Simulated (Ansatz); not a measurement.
A nudged elastic band was laid between two geometries of a periodic cell of 63 atoms, Zr₃₂CN₃₀ (host ZrN, host structure Fm-3m, dopant C, one N atom removed), cell charge +2.

These are results of DFT PBE, scalar-relativistic, plane waves, PAW in Ansatz 0.2.0, not measurements. Settings: PAW set soft_1, cutoff 420 eV, k mesh 1x1x1, fermi-dirac smearing 0.02 eV, no spin polarisation.

| Property | Result |
| --- | --- |
| movable images | 3 |
| climbing image | yes |
| spring | 5.0 eV/Å² |
| optimiser | quadratic models (default) |
| start path | IDPP |
| force threshold | 0.05 eV/Å |
| iteration limit | 80 |
| end points | relaxed |

Image 0:

```xyz
63
Lattice="9.2200 0.0000 0.0000 0.0000 9.2200 0.0000 0.0000 0.0000 9.2200" Properties=species:S:1:pos:R:3
Zr 4.611 -0.018 0.010
N 6.909 2.302 2.310
Zr 6.907 2.302 0.003
N -0.009 4.606 2.313
Zr 6.877 -0.049 2.343
N -0.001 2.302 4.613
Zr 0.006 -0.017 0.004
N 2.311 2.302 2.308
Zr 2.313 2.302 0.004
N 4.615 4.570 2.280
Zr 4.611 4.622 0.010
N 6.958 6.912 2.276
Zr 6.898 6.912 0.013
N -0.009 -0.002 2.313
Zr 2.339 -0.049 2.337
N 4.616 2.302 4.614
Zr 4.610 2.302 2.314
N 6.954 4.572 4.605
Zr 6.877 4.653 2.343
N -0.021 6.912 4.621
Zr 4.613 -0.054 4.610
N 6.911 2.302 6.909
Zr 6.903 2.302 4.608
N 0.000 4.612 6.908
Zr 6.871 -0.054 6.869
N 0.000 2.302 -0.002
Zr 0.006 4.621 0.004
C 2.298 6.912 2.296
Zr 2.318 6.912 0.034
N 4.615 0.034 2.280
Zr 0.006 2.302 2.311
N 2.282 4.570 4.613
Zr 2.339 4.653 2.337
Zr 4.609 6.912 2.333
N 6.954 0.032 4.605
Zr 0.011 -0.018 4.609
N 2.312 2.302 6.908
Zr 2.317 2.302 4.608
N 4.607 4.572 6.953
Zr 4.612 4.658 4.610
N 6.961 6.912 6.960
Zr 6.846 6.912 4.607
N 0.000 -0.008 6.908
Zr 2.346 -0.050 6.875
N 4.614 2.302 -0.003
Zr 4.610 2.302 6.900
N 6.910 4.612 -0.002
Zr 6.870 4.658 6.869
N -0.011 6.912 -0.014
Zr 0.036 6.912 2.315
N 2.282 0.034 4.613
Zr 0.011 4.623 4.609
N 2.277 6.912 6.957
Zr 2.336 6.912 4.607
N 4.607 0.032 6.953
Zr 0.005 2.302 6.905
N 2.315 4.605 -0.011
Zr 2.346 4.654 6.875
N 4.622 6.912 -0.025
Zr 4.609 6.912 6.843
N 6.910 -0.008 -0.002
Zr 0.015 6.912 6.896
N 2.315 -0.001 -0.011
```

Image 4:

Only the atoms that move by more than 0.05 Å are listed.
```
Zr1 4.571 -0.047 0.040
Zr5 6.905 -0.015 2.306
Zr7 0.046 -0.051 0.046
Zr11 4.571 4.657 0.040
Zr19 6.905 4.625 2.306
Zr25 6.911 -0.015 6.911
Zr27 0.046 4.661 0.046
C28 4.619 6.915 4.619
Zr36 0.040 -0.047 4.571
Zr44 2.306 -0.015 6.905
Zr48 6.911 4.625 6.911
Zr52 0.040 4.657 4.571
Zr58 2.306 4.625 6.905
```

(1) What changes between the two ends?

(2) Give the energies along the band, and the barrier.

(3) What is the geometry of the highest image?

Answers

(1) The atom that moves furthest is C28, by 3.28 Å; four of its nearest neighbours are Zr15 2.26, Zr33 2.26, Zr29 2.26, Zr50 2.26 Å at the first end and Zr21 2.26, Zr40 2.26, Zr42 2.26, Zr60 2.26 Å at the last.

(2) It converged. The highest image is number 2 of 0 to 4, 4.05 eV above the ends, which have the same energy within 2 meV. Neighbouring images differ by up to 3.0 eV, so the band resolves the path poorly. By the program's own check the climbing image is of a kind that is not told: the force calls were inconclusive, a negative curvature could not be distinguished from the path's own, the only one lies far off the path, or fixed occupations may fill a level only in part (lowest curvatures found: 0.07 and 4.59 eV/Å²). Limits of this set-up: coarse k mesh, no spin, though dangling bonds at a vacancy may carry it, a typed lattice constant that wasn't relaxed here, charged cell in a uniform background, uncorrected.

```csv
image,path coordinate (Å),energy (eV),Zr15–C28 (Å),C28–Zr29 (Å),C28–Zr33 (Å)
0,0.00,0.00,2.26,2.26,2.26
1,0.95,3.04,2.26,2.84,2.26
2,1.91,4.05,2.54,3.68,2.54
3,2.85,2.94,3.26,4.38,3.26
4,3.78,0.00,3.97,5.10,3.97
```

(3) 
```xyz
63
Lattice="9.2200 0.0000 0.0000 0.0000 9.2200 0.0000 0.0000 0.0000 9.2200" Properties=species:S:1:pos:R:3
Zr 4.608 -0.011 -0.009
N 6.912 2.304 2.295
Zr 6.912 2.304 0.004
N 0.040 4.600 2.327
Zr 6.923 -0.011 2.307
N 0.005 2.304 4.619
Zr 0.049 -0.019 0.048
N 2.324 2.303 2.323
Zr 2.322 2.303 0.043
N 4.652 4.560 2.262
Zr 4.607 4.618 -0.009
N 7.062 6.913 2.296
Zr 6.946 6.913 -0.030
N 0.040 0.007 2.327
Zr 2.381 -0.287 2.380
N 4.593 2.303 4.592
Zr 4.588 2.303 2.327
N 6.878 4.599 4.587
Zr 6.923 4.618 2.307
N -0.147 6.913 4.619
Zr 4.537 -0.282 4.536
N 6.899 2.304 6.898
Zr 6.874 2.303 4.593
N -0.024 4.601 6.939
Zr 6.867 -0.020 6.866
N 0.017 2.304 0.016
Zr 0.050 4.626 0.049
C 3.475 6.913 3.474
Zr 2.315 6.914 -0.021
N 4.652 0.046 2.262
Zr 0.044 2.303 2.321
N 2.263 4.560 4.651
Zr 2.381 4.894 2.380
Zr 4.872 6.914 2.045
N 6.878 0.008 4.587
Zr -0.008 -0.011 4.607
N 2.296 2.304 6.911
Zr 2.328 2.303 4.587
N 4.588 4.599 6.877
Zr 4.537 4.889 4.536
N 6.931 6.913 6.930
Zr 6.934 6.914 4.599
N -0.024 0.006 6.939
Zr 2.308 -0.011 6.922
N 4.620 2.304 0.004
Zr 4.594 2.303 6.873
N 6.940 4.601 -0.025
Zr 6.867 4.627 6.866
N -0.015 6.913 -0.016
Zr -0.020 6.914 2.314
N 2.263 0.046 4.651
Zr -0.008 4.618 4.606
N 2.297 6.913 7.061
Zr 2.046 6.914 4.871
N 4.588 0.008 6.877
Zr 0.005 2.304 6.911
N 2.328 4.600 0.039
Zr 2.308 4.618 6.922
N 4.620 6.913 -0.148
Zr 4.600 6.914 6.933
N 6.940 0.006 -0.025
Zr -0.029 6.913 6.945
N 2.328 0.007 0.039
```

The run took 17 min on 4 threads of Arm Neoverse V1, on a shared host, peak memory 2.6 GiB.
